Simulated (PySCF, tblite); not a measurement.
# AlClH₆O₂Si₂, a small molecule taken as a stand-in for a surface group (aluminium on silica): NMR shifts, core binding energies and electronic excitations

What NMR shifts, core binding energies and electronic excitations should one expect for `[SiH3][O][Al]([Cl])[O][SiH3]`?

Computed with tblite 0.8.0 and PySCF 2.14.0; each step states its level. No surroundings beyond the atoms listed, unless a continuum is named. Atoms count from 0, parts from 1.

## 1. The system as given

12 atoms, charge 0, multiplicity 1; geometry: distance geometry start.

## 2. Relaxing the cluster with GFN2-xTB

Job settings and geometry (Å):

```
{"job": {"kind": "relax", "xc": "GFN2-xTB", "basis": "xTB"}, "charge": 0, "multiplicity": 1}
Si     2.612984    -2.689263    -1.340740
O      2.894139    -1.351890    -0.190199
Al     1.673464     0.048724     0.132978
O      1.944454     1.019464     1.707893
Si     0.795034     1.075578     3.060002
Cl    -0.433051    -0.335091    -0.450789
H      1.275127    -2.650097    -1.791908
H      3.503709    -2.564471    -2.426687
H      2.857627    -3.899637    -0.668615
H     -0.140689     0.058374     2.914160
H      1.503777     0.967671     4.279926
H      0.120572     2.335892     3.003182
```

With the program's defaults for keys left out, this is: GFN2-xTB geometry optimisation, gas phase.

Run with:

```bash
$ OMP_NUM_THREADS=1 python cluster_run.py task.json out
```

The driver reads the jobs from task.json and runs them one after another.

**Question.** The jobs that follow are: PBE0-D3(BJ)/def2-SVP geometry optimisation, gas phase; GIAO PBE0/pcSseg-1 NMR shielding, non-relativistic, gas phase; delta-SCF UKS SCAN, pcX-2 on the ionised atom, pcseg-1 elsewhere, spin-free X2C; TDDFT CAM-B3LYP/def2-SVPD, vertical, gas phase, core orbitals frozen in the response. Predict: point group; rotational constants (main isotopes); 1H shifts against TMS (PBE0/pcSseg-1); 29Si shifts against TMS (PBE0/pcSseg-1); 17O shifts against H2O (PBE0/pcSseg-1); 27Al shifts against AlH4- (PBE0/pcSseg-1); 35Cl shifts against HCl (PBE0/pcSseg-1); O1s binding energies, SCAN/pcX-2; Si2p binding energies, SCAN/pcX-2 (standing for 1 of 2 atoms); Al2p binding energies, SCAN/pcX-2; Cl2p binding energies, SCAN/pcX-2; lowest singlet (CAM-B3LYP/def2-SVPD); brightest single state of those computed; lowest triplet; vertical ionisation energy (ΔSCF); vertical electron affinity (ΔSCF).

The runs gave:

| quantity | value |
| --- | --- |
| point group | C1 |
| rotational constants (main isotopes) | 1.48, 0.84, 0.54 GHz |
| 1H shifts against TMS (PBE0/pcSseg-1) | 5.12, 5.12, 5.11, 5.11, 5.08, 5.07 ppm |
| 29Si shifts against TMS (PBE0/pcSseg-1) | -38.4, -38.4 ppm |
| 17O shifts against H2O (PBE0/pcSseg-1) | 22.5, 22.5 ppm |
| 27Al shifts against AlH4- (PBE0/pcSseg-1) | 9.5 ppm |
| 35Cl shifts against HCl (PBE0/pcSseg-1) | -70 ppm |
| O1s binding energies, SCAN/pcX-2 | O3 537.87, O1 537.87 eV |
| Si2p binding energies, SCAN/pcX-2 (standing for 1 of 2 atoms) | Si0 107.84 eV |
| Al2p binding energies, SCAN/pcX-2 | Al2 81.96 eV |
| Cl2p binding energies, SCAN/pcX-2 | Cl5 206.56 eV |
| lowest singlet (CAM-B3LYP/def2-SVPD) | 6.67 eV (186 nm), f = 0.001 |
| brightest single state of those computed | state 5, 7.41 eV, f = 0.039 |
| lowest triplet | 6.43 eV |
| vertical ionisation energy (ΔSCF) | 10.87 eV |
| vertical electron affinity (ΔSCF) | -0.11 eV (unbound: the value hangs on the basis) |

The start of the PBE0/def2-SVP relaxation was shaken at random by about 0.01 Å, so part of the energy gained, and of the first lengths quoted, undoes that. Relaxing lowered the energy by 0.247 eV in 3 steps; the close pair that moved most is Al2–Cl5, from 2.006 to 2.083 Å (PBE0/def2-SVP). Hydrogens of an XH3 group are listed apart at this fixed geometry; free rotation makes them one line at their mean. At PBE0/pcSseg-1: Shielding is most anisotropic at Cl5 (span 147 ppm, paramagnetic term -136 ppm). At SCAN/pcX-2: the O1s levels computed lie within 0.00 eV of one another, too close to rank. The first singlet state (HOMO→LUMO 0.87) lies at 6.67 eV and is dark; of the 6 states computed, the strongest absorption comes from state 5 at 7.41 eV (the last state computed absorbs too, and its partners may lie past the list). The lowest triplet lies 0.24 eV below the lowest singlet (triplets in Tamm-Dancoff, singlets in full TDDFT). The orbital energy would give 10.16 eV for ionisation, ΔSCF gives 10.87 eV. A capped cluster stands for the solid here, so long-range fields and strain are missing, and bands or shifts of the capping hydrogens have no counterpart in it.
